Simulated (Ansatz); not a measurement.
**BFGaGeH₅: how energies converge with the basis set**

The task here is to estimate one member of a computed series from the others.

Method: one geometry, several basis sets; program: Ansatz 0.2.0, Gaussian basis.

Levels to be run: PBE0-D4/def2-SVP; ωB97M-V/def2-SVP; PBE0-D4/def2-QZVPP; ωB97M-V/def2-QZVPP; the functionals' def2-TZVPP values are taken from earlier runs.

## Structure used throughout

An earlier PBE0-D4 in a triple-zeta def2 set relaxation fixed the geometry.

9 atoms, charge 0, spin multiplicity 1.

Atoms are counted from 1 here; the program's logs count them from 0.

Bond lengths: B1–Ge2 2.037 Å, B1–H5 1.195 Å, B1–H6 1.193 Å, Ge2–F3 1.762 Å, Ge2–Ga4 2.464 Å, Ge2–H7 1.548 Å, Ga4–H8 1.571 Å, Ga4–H9 1.567 Å. Angles: Ge2–B1–H5 118.6°, Ge2–B1–H6 121.7°, H5–B1–H6 119.6°, B1–Ge2–F3 110.4°, B1–Ge2–Ga4 113.9°, B1–Ge2–H7 112.0°, F3–Ge2–Ga4 107.1°, F3–Ge2–H7 104.1°, Ga4–Ge2–H7 108.8°, Ge2–Ga4–H8 118.8°, Ge2–Ga4–H9 120.1°, H8–Ga4–H9 121.1°.

The first run:

Contents of in.yaml:

```yaml
crystal:
  periodic: [false, false, false]
  atoms:
    - {symbol: B, position_ang: [-0.950806, 1.596302, 0.426657]}
    - {symbol: Ge, position_ang: [0.653540, 0.434463, -0.046546]}
    - {symbol: F, position_ang: [1.856125, 0.496152, 1.239781]}
    - {symbol: Ga, position_ang: [0.097214, -1.938924, -0.403740]}
    - {symbol: H, position_ang: [-1.795725, 1.768868, -0.400804]}
    - {symbol: H, position_ang: [-1.101891, 2.039262, 1.523647]}
    - {symbol: H, position_ang: [1.406850, 0.963357, -1.290988]}
    - {symbol: H, position_ang: [-0.841887, -2.324734, -1.602587]}
    - {symbol: H, position_ang: [0.676590, -3.034746, 0.554590]}
basis:
  gaussian: {orbitals: def2-SVP}
hamiltonian: {xc: pbe0, dispersion: d4}
output: {orbitals: {seedname: orbitals}}
```

Command:

```sh
$ ansatz run in.yaml --threads 4 --pin off --events-out ev --progress --plain --max-ram 10444MiB
```

Among the steps run: PBE0-D4 in def2-SVP; ωB97M-V in def2-SVP; PBE0-D4 in def2-QZVPP; ωB97M-V in def2-QZVPP.

One of the session's tables, all rows but one given; the rest of the session is left out.

It belongs to the step «Density functionals: the series». 

| functional | basis | HOMO (eV) | LUMO (eV) |
| --- | --- | --- | --- |
| PBE0-D4 | def2-SVP | ? | ? |
| PBE0-D4 | def2-TZVPP | -7.45 | -2.83 |
| PBE0-D4 | def2-QZVPP | -7.46 | -2.84 |
| ωB97M-V | def2-SVP | -9.34 | -0.91 |
| ωB97M-V | def2-TZVPP | -9.42 | -1.01 |
| ωB97M-V | def2-QZVPP | -9.44 | -1.06 |

Estimate the missing values for PBE0-D4, def2-SVP.

**Answer.** HOMO (eV): -7.40; LUMO (eV): -2.79. In the column «HOMO (eV)» it is the highest.
